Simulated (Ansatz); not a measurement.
**B2C3: a trial structure relaxed**

The task: take a trial cell of B2C3 to zero force and stress, then test the end with a random kick.

Program: Ansatz 0.2.0. Level of theory: DFT PBE, scalar-relativistic, plane waves, PAW. These are calculated values, not measurements.

### 1 Starting point

Symmetry: P-3m1, No. 164, trigonal system. Conventional cell: a = 3.580 Å, b = 3.580 Å, c = 4.343 Å, α = 90.00°, β = 90.00°, γ = 120.00°. Around B (site symmetry 3m) lie 8 C at 2.16 to 2.27 Å and 3 B at 2.41 Å. C (site symmetry 3m) has 5 B at 2.16 to 2.27 Å and 3 C at 2.40 Å in its first shell of neighbours. C (site symmetry -3m) is surrounded by 6 B at 2.16 Å.

As a file:

```xyz
5
Lattice="3.5804 0.0000 0.0000 -1.7902 3.1007 0.0000 0.0000 0.0000 4.3427" Properties=species:S:1:pos:R:3 pbc="T T T"
B     1.7902    1.0336    3.7241
B     0.0000    2.0671    0.6186
C     1.7902    1.0336    1.5636
C     0.0000    2.0671    2.7792
C     0.0000    0.0000    0.0000
```

The cell is invented: species swapped into a database cell of Ga3Ni2 (P-3m1, No. 164), with C on the Ga sites and B on the Ni sites. The dimensions are guesses.

### 2 The guess as it stands, on a coarse mesh

input.yaml reads:

```yaml
crystal:
  lattice:
    - [3.58039729, 0.0, 0.0]
    - [-1.79019865, 3.10071501, 0.0]
    - [0.0, 0.0, 4.34272033]
  atoms:
    - { symbol: B, position: [0.66666667, 0.33333333, 0.85756034] }
    - { symbol: B, position: [0.33333333, 0.66666667, 0.14243966] }
    - { symbol: C, position: [0.66666667, 0.33333333, 0.36004052] }
    - { symbol: C, position: [0.33333333, 0.66666667, 0.63995948] }
    - { symbol: C, position: [0.0, 0.0, 0.0] }
basis:
  ecutwfc: 420
kpoints:
  mp_grid: { grid: [6, 6, 4] }
hamiltonian:
  xc: pbe
scf:
  occupations: { method: gaussian, width: 0.1 }
  lower_state_search: "off"
output:
  forces: true
  stress: true
  eigenvalues: true
```

On the command line:

```console
$ ansatz run input.yaml --threads 1 --pin off --max-ram 2560MiB --backend cpu --events-out ev --progress --plain --runs-dir out
```

The session goes on with these runs: spin check on a coarse mesh; rough relaxation on the coarse mesh; full relaxation; reference for the kick test; kicked and relaxed without symmetry.

Q: Predict the outcome of this session. Wanted: conventional cell; volume; energy over the elements; gap on the mesh.

The runs gave:

| quantity | value |
| --- | --- |
| symmetry at the end (tolerance 0.02 Å) | space group P-3m1 (No. 164) |
| conventional cell | a = 2.603 Å, b = 2.603 Å, c = 5.230 Å, α = 90.00°, β = 90.00°, γ = 120.00° |
| volume | 6.14 Å³/atom |
| energy over the elements | +0.37 eV/atom |
| gap on the mesh | 0.14 eV |

The space group P-3m1 (No. 164) is kept, and the volume per atom shrinks by 36.3 % from the first guess. The formation energy is positive, so the separate elements lie lower. It survived the kick, though modes of other wave vectors, which need another repeat, weren't probed. Other magnetic orders were not searched.

Counted by bands, a gap of 0.14 eV stays open on the mesh in 2 runs that read as metallic: the smearing reaches across it.
